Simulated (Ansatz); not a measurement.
# AlBH6OSi: the cost of one run

Program: Ansatz 0.2.0, Gaussian basis. Level of theory: the settings change from run to run. These are calculated values, not measurements.

## 1. The relaxed structure

An earlier PBE0-D4 in a triple-zeta def2 set relaxation fixed the geometry.

SMILES `[AlH2][BH]O[SiH3]`, 10 atoms, charge 0, spin multiplicity 1.

Atoms are counted from 1 here; the program's logs count them from 0.

Bond lengths: Al1–B2 2.151 Å, Al1–H5 1.596 Å, Al1–H6 1.596 Å, B2–O3 1.357 Å, B2–H7 1.215 Å, O3–Si4 1.661 Å, Si4–H8 1.485 Å, Si4–H9 1.482 Å, Si4–H10 1.482 Å. Angles: B2–Al1–H5 121.6°, B2–Al1–H6 121.6°, H5–Al1–H6 116.7°, Al1–B2–O3 119.9°, Al1–B2–H7 123.4°, O3–B2–H7 116.7°, B2–O3–Si4 131.6°, O3–Si4–H8 109.9°, O3–Si4–H9 107.9°, O3–Si4–H10 107.9°, H8–Si4–H9 110.6°, H8–Si4–H10 110.6°, H9–Si4–H10 109.8°.

As a file:

```xyz
10

Al   -0.30401    2.58865    0.10814
B     0.07336    0.51580    0.54161
O    -0.04592   -0.41379   -0.44025
Si    0.17088   -2.06048   -0.43134
H     0.85931    3.56820   -0.37476
H    -1.75419    3.23008    0.28598
H     0.39586    0.11022    1.64083
H     0.56773   -2.51125    0.92688
H    -1.10765   -2.69152   -0.83633
H     1.22782   -2.38700   -1.41776
```

## 2. wB97X/def2-TZVPP

This run has charge +1, multiplicity 2, high accuracy.

in.yaml

```yaml
crystal:
  periodic: [false, false, false]
  atoms:
    - {symbol: Al, position_ang: [-0.304012, 2.588649, 0.108141]}
    - {symbol: B, position_ang: [0.073360, 0.515798, 0.541614]}
    - {symbol: O, position_ang: [-0.045916, -0.413792, -0.440246]}
    - {symbol: Si, position_ang: [0.170876, -2.060484, -0.431344]}
    - {symbol: H, position_ang: [0.859314, 3.568200, -0.374761]}
    - {symbol: H, position_ang: [-1.754189, 3.230085, 0.285985]}
    - {symbol: H, position_ang: [0.395861, 0.110216, 1.640827]}
    - {symbol: H, position_ang: [0.567728, -2.511251, 0.926876]}
    - {symbol: H, position_ang: [-1.107648, -2.691522, -0.836326]}
    - {symbol: H, position_ang: [1.227825, -2.386999, -1.417765]}
basis:
  gaussian: {orbitals: def2-TZVPP}
total_charge: 1
magnetization: {spin_polarized: true, initial_magnetization: 1}
hamiltonian: {xc: {name: wB97X}}
accuracy: high
```

Command:

```console
> ansatz run in.yaml --threads 2 --pin off --events-out ev --progress --plain --max-ram 4352MiB
```

Q: Estimate wall time and peak memory on 2 threads of Intel Xeon 6975P-C, shared host.

About 48 s, with a peak of 2.4 GiB.
